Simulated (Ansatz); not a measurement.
# CH₃BrF₂OZr: up Jacob's ladder to CCSD(T)

The task here is to estimate one member of a computed series from the others.

Program: Ansatz 0.2.0, Gaussian basis. Level of theory: functionals in def2-TZVPP, the program's frozen cores in correlated methods. These are calculated values, not measurements.

The runs, in order: LDA (SPW92), PBE-D4, revPBE-D4, BLYP-D4, r2SCAN-D4, B97M-V, PBE0-D4, B3LYP-D4, r2SCANh-D4, r2SCAN0-D4, HSE06-D4, BHLYP-D4, CAM-B3LYP-D4, LC-ωPBE, ωB97X-V, ωB97M-V, B2PLYP, PBE-QIDH; CCSD(T)/def2-SVP; CCSD(T)/def2-TZVPP; MP2/def2-QZVPP; extrapolation to the limit; RPA on PBE.

## Structure used throughout

All runs share one geometry, relaxed beforehand with PBE0-D4 in a triple-zeta def2 set. Zr takes the def2 core potential; no spin-orbit term is included.

SMILES `C[O][Zr]([F])([F])[Br]`, 9 atoms, charge 0, spin multiplicity 1.

Atoms are counted from 1 here; the program's logs count them from 0.

Bond lengths: C1–O2 1.397 Å, C1–H7 1.093 Å, C1–H8 1.093 Å, C1–H9 1.093 Å, O2–Zr3 1.880 Å, Zr3–F4 1.900 Å, Zr3–F5 1.900 Å, Zr3–Br6 2.518 Å. Angles: O2–C1–H7 109.8°, O2–C1–H8 110.0°, O2–C1–H9 110.0°, H7–C1–H8 109.0°, H7–C1–H9 109.0°, H8–C1–H9 109.0°, C1–O2–Zr3 178.9°, O2–Zr3–F4 108.6°, O2–Zr3–F5 108.6°, O2–Zr3–Br6 108.8°, F4–Zr3–F5 109.4°, F4–Zr3–Br6 110.7°, F5–Zr3–Br6 110.7°.

The first run:

in.yaml reads:

```yaml
crystal:
  periodic: [false, false, false]
  atoms:
    - {symbol: C, position_ang: [-1.365986, -0.931998, 0.446141]}
    - {symbol: O, position_ang: [-0.243502, -0.212329, 0.030318]}
    - {symbol: Zr, position_ang: [1.262547, 0.778000, -0.502237]}
    - {symbol: F, position_ang: [2.768243, -0.380001, -0.537467]}
    - {symbol: F, position_ang: [0.952514, 1.461730, -2.247436]}
    - {symbol: Br, position_ang: [1.623043, 2.655099, 1.137227]}
    - {symbol: H, position_ang: [-1.770737, -0.491778, 1.361096]}
    - {symbol: H, position_ang: [-1.091516, -1.971517, 0.642951]}
    - {symbol: H, position_ang: [-2.134588, -0.907196, -0.330583]}
basis:
  gaussian: {orbitals: def2-TZVPP}
hamiltonian: {xc: lda}
output: {orbitals: {seedname: orbitals}}
```

Run with:

```console
$ ansatz run in.yaml --threads 2 --pin off --events-out ev --progress --plain --max-ram 20480MiB --backend cpu
```

Steps of the session up to this table: LDA; PBE-D4 (GGA); revPBE-D4 (GGA); BLYP-D4 (GGA); r2SCAN-D4 (meta-GGA); B97M-V (meta-GGA); PBE0-D4 (hybrid); B3LYP-D4 (hybrid); r2SCANh-D4 (hybrid); r2SCAN0-D4 (hybrid); HSE06-D4 (hybrid); BHLYP-D4 (hybrid); CAM-B3LYP-D4 (range-separated); LC-ωPBE (range-separated); ωB97X-V (range-separated); ωB97M-V (range-separated); B2PLYP (double hybrid); PBE-QIDH (double hybrid).

One table of the session follows, with a row left open; its other results are not shown here.

It belongs to the step «Orbital energies across the functionals». 

| functional | HOMO (eV) | gap (eV) |
| --- | --- | --- |
| LDA (SPW92) | -7.48 | 5.24 |
| PBE-D4 | -7.30 | 5.31 |
| revPBE-D4 | -7.23 | 5.35 |
| BLYP-D4 | -7.14 | 5.27 |
| r2SCAN-D4 | -7.65 | 5.83 |
| B97M-V | -7.70 | 5.92 |
| PBE0-D4 | -8.64 | 7.48 |
| B3LYP-D4 | -8.37 | 6.98 |
| r2SCANh-D4 | -8.14 | 6.62 |
| r2SCAN0-D4 | -8.87 | 7.83 |
| HSE06-D4 | -8.24 | 6.70 |
| BHLYP-D4 | -9.80 | 9.62 |
| CAM-B3LYP-D4 | -9.95 | 9.90 |
| LC-ωPBE | -11.31 | 12.45 |
| ωB97X-V | -10.96 | 11.97 |
| ωB97M-V | ? | ? |

Estimate the missing values for ωB97M-V.

As computed: HOMO (eV): -10.84; gap (eV): 11.36. In the column «HOMO (eV)» it lies between ωB97X-V (-10.96) and CAM-B3LYP-D4 (-9.95).
